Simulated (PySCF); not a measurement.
# C₅H₇BO: excited-state relaxation

Programs: PySCF 2.14.0, with routines of our own; each step states its level. All values are computed. Atoms count from 0.

## 1. The starting structure

14 atoms, charge 0, multiplicity 1; geometry from: GFN2-xTB.

## 2. Relaxing the molecule at BHandHLYP/cc-pVDZ

Job settings and geometry (Å):

```
{"job": {"xc": "BHandHLYP", "basis": "cc-pVDZ", "grid": 1, "kind": "geom"}, "charge": 0, "multiplicity": 1}
C      2.315718     0.313989    -0.555869
O      1.150320     1.026167    -0.207793
C      0.037545     0.314463     0.014782
C     -0.201599    -1.015484    -0.027065
B     -1.682315    -1.222193     0.324319
C     -2.214322     0.259589     0.570584
C     -1.189538     1.086560     0.379095
H      3.101682     1.055662    -0.685834
H      2.596820    -0.386868     0.235410
H      2.172024    -0.239284    -1.488668
H      0.559031    -1.738609    -0.271592
H     -2.285739    -2.216764     0.396125
H     -3.200651     0.601130     0.840032
H     -1.159653     2.161170     0.454307
```

Launch:

```
$ OMP_NUM_THREADS=1 python excited_run.py task.json out
```

One launch serves the whole session: the jobs run in the order shown.

Q: Estimate the wall time and peak memory of this first job on 1 thread of Arm Neoverse V1, shared host.

About 41 s, with a peak of 0.58 GiB.
